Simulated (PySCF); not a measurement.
# RuOF₂: structure of the triplet

Where does triplet RuOF₂ go from a trigonal pyramidal start, is the end point a minimum, and what are its modes, charges and moments?

The runs use PySCF 2.14.0; PBE0, basis Ru def2-TZVP with ECP28, O def2-TZVP, F def2-TZVP, scalar-relativistic core potentials, no spin–orbit coupling, density fitting.

### 1 The starting structure

4 atoms, charge 0, spin multiplicity 3.

Bond lengths: Ru1–O2 1.710 Å, Ru1–F3 1.890 Å, Ru1–F4 1.890 Å. Angles: O2–Ru1–F3 99.8°, O2–Ru1–F4 99.8°, F3–Ru1–F4 99.8°.

Z-matrix (Å, degrees; charge 0 multiplicity 3):
```
Ru
O  1 1.7100
F  1 1.8900 2 99.75
F  1 1.8900 2 99.75 3 -101.77
```

### 2 Finding the electronic state

One driver script runs all steps and calls PySCF; scf.py shows how it sets up the SCF of each step. The optimiser is the driver's own. After this first run the driver tries any further starts and a stability analysis.

Contents of scf.py:

```python
from pyscf import gto, scf, dft
mol = gto.M(atom='''
Ru    -0.000000    -0.302540     0.000000
O      1.618950     0.248070    -0.000010
F     -0.681500     0.706950    -1.445220
F     -0.681510     0.706940     1.445210''',
    basis={'Ru': 'def2-TZVP', 'O': 'def2-TZVP', 'F': 'def2-TZVP'},
    ecp={'Ru': 'def2-TZVP'},
    charge=0, spin=2)
mf = dft.UKS(mol, xc='PBE0')
mf.grids.atom_grid = (50, 194)
aux = {'Ru': 'def2-universal-JKFIT', 'O': 'def2-universal-JKFIT', 'F': 'def2-universal-JKFIT'}
mf = mf.density_fit(auxbasis=aux)
mf.conv_tol = 1e-08
mf.diis_space = 10
mf.max_cycle = 60
mf.init_guess = 'minao'
mf.verbose = 4
mf.kernel()
```

Run with:

```bash
> OMP_NUM_THREADS=4 python axn.py task.json out
```

After this run come: Relaxation: trigonal pyramidal start, triplet; Is it a minimum? Harmonic modes.

**Question.** What will these runs give? Wanted: minimum; geometry; wavenumbers; dipole moment; highest occupied, lowest empty level; polar-tensor charge of Ru1; zero-point energy; atomisation energy; ⟨S²⟩.

**Answer**, as computed:

| quantity | value |
| --- | --- |
| minimum | triplet, C2v |
| geometry | Ru–F 1.825 Å (×2), Ru–O 1.638 Å; F–Ru–F 122.9°, F–Ru–O 118.6° (×2) |
| wavenumbers (cm⁻¹) | 148 (b1), 151 (a1), 249 (b2), 653 (a1), 700 (b2), 1069 (a1) |
| dipole moment | 0.14 D |
| highest occupied, lowest empty level (either spin) | -8.15, -4.50 eV |
| polar-tensor charge of Ru1 | +1.76 e |
| zero-point energy | 17.8 kJ/mol |
| entropy at 298.15 K | 314.6 J/(mol K) |
| atomisation energy (no zero-point energy) | 1276 kJ/mol |
| ⟨S²⟩ | 2.010 |

**Reading.** The trigonal pyramidal start (Cs) ends in a minimum of C2v symmetry. In the infrared the band at 700 cm⁻¹ (b2, stretch) leads. Most of the spin sits on Ru1 (Mulliken spin 1.61, against 2 for the whole molecule). Other starts or spin states, not run here, may lie lower. One determinant may miss the lowest occupation of an open d or f shell.
